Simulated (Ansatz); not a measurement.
# GdAg (CsCl type): exchange couplings and spin waves

Aim: map the magnet GdAg (CsCl type) on a Heisenberg model by the force theorem, and read spin waves, ordering temperature and anisotropy.

Computed with Ansatz 0.2.0 (DFT LDA+U (U_eff = 4 eV on Gd 4f), scalar-relativistic, plane waves, PAW, unless a step's input says otherwise).

## Step 1: The system as given

Symmetry: Pm-3m, No. 221, cubic system. Conventional cell: a = 3.660 Å, b = 3.660 Å, c = 3.660 Å, α = 90.00°, β = 90.00°, γ = 90.00°. Gd (site symmetry m-3m) has 8 Ag at 3.17 Å in its first shell of neighbours. Ag (site symmetry m-3m) is surrounded by 8 Gd at 3.17 Å.

As a file:

```cif
data_structure
_symmetry_space_group_name_H-M 'Pm-3m'
_symmetry_Int_Tables_number 221
_cell_length_a 3.6600
_cell_length_b 3.6600
_cell_length_c 3.6600
_cell_angle_alpha 90.000
_cell_angle_beta 90.000
_cell_angle_gamma 90.000
_cell_volume 49.03
loop_
_atom_site_label
_atom_site_type_symbol
_atom_site_symmetry_multiplicity
_atom_site_Wyckoff_symbol
_atom_site_fract_x
_atom_site_fract_y
_atom_site_fract_z
_atom_site_occupancy
Gd1 Gd 1 a 0.00000 0.00000 0.00000 1
Ag1 Ag 1 b 0.50000 0.50000 0.50000 1
```

The cell is the measured one, not relaxed. An earlier run on this cell at LDA+U (U_eff = 4 eV on Gd 4f) gave -5.49 GPa at 24.514 Å³/atom (8×8×8 mesh), no gap, spin moments in the atoms' spheres Gd 7.11 μB. The cell is stretched at this level.

## Step 2: Exchange couplings, spin waves and anisotropy by the force theorem

File input.yaml:

```yaml
crystal:
  lattice:
    - [3.6599976112, 0.0, 0.0]
    - [0.0, 3.6599976112, 0.0]
    - [0.0, 0.0, 3.6599976112]
  atoms:
    - { symbol: Gd, position: [0.0, 0.0, 0.0], spin: 7.83 }
    - { symbol: Ag, position: [0.5, 0.5, 0.5] }
basis:
  ecutwfc: 420
  ecutrho_ratio: 4
kpoints:
  mp_grid: { grid: [8, 8, 8] }
  band_path:
    path:
      - [[0.0, 0.0, 0.0], [0.0, 0.5, 0.0], [0.5, 0.5, 0.0], [0.0, 0.0, 0.0], [0.5, 0.5, 0.5], [0.0, 0.5, 0.0]]
      - [[0.5, 0.5, 0.5], [0.5, 0.5, 0.0]]
    npoints: 6
hamiltonian:
  xc: lda
  hubbard: { sites: [{ species: Gd, l: f, u_eff: 4.0 }] }
scf:
  occupations: { method: gaussian, width: 0.05 }
  lower_state_search: "off"
output:
  forces: true
  stress: true
  eigenvalues: true
  populations: true
  hubbard: { sites: [{ species: Gd, l: f }] }
  eigenstates:
    nscf_kmesh: { grid: [8, 8, 8] }
    top_band: c42
    exchange_couplings: { magnetic: [{ site: 0 }] }
    magnetocrystalline_anisotropy: {}
magnetization:
  spin_polarized: true
checkpoint:
  read: start.run
  write: ck
  compress: false
  write_wavefunctions: false
  write_every: 100000
```

The run starts from a saved state of the same cell, the folder start.run.

Started as:

```bash
ansatz run input.yaml --threads 4 --pin off --max-ram 9216MiB --backend cpu --events-out ev --progress --plain --runs-dir out
```

Before running it: what results should come out? Wanted: strongest shell; highest spin wave on the path; mean-field ordering temperature; anisotropy.

As calculated:

| quantity | value |
| --- | --- |
| strongest shell | Gd–Gd at 6.34 Å, J = 0.854 meV × 8 |
| highest spin wave on the path | 1.5 meV |
| mean-field ordering temperature | 115 K at q = (0.12, -0.50, -0.50) |
| anisotropy | not resolved |

The shell that weighs most is Gd–Gd at 6.34 Å and favours parallel moments. A spin-wave branch goes negative, so this collinear order is unstable against turning the moments. Mean-field theory leaves out fluctuations and tends to put the ordering too high. That wave vector is a spiral, so the temperature belongs to another order than the collinear one typed. The program gives no random-phase temperature (state not lowest). The couplings belong to the order typed, which need not be the compound's real one. The anisotropy, 0.0002 meV per cell, is smaller than its spread over meshes, so no easy axis is named. With a Hubbard U or exact exchange the result depends on the state in which the open shell ends, and a lower one can't be excluded. Spin–orbit coupling enters the anisotropy alone, not the self-consistent state or the couplings.
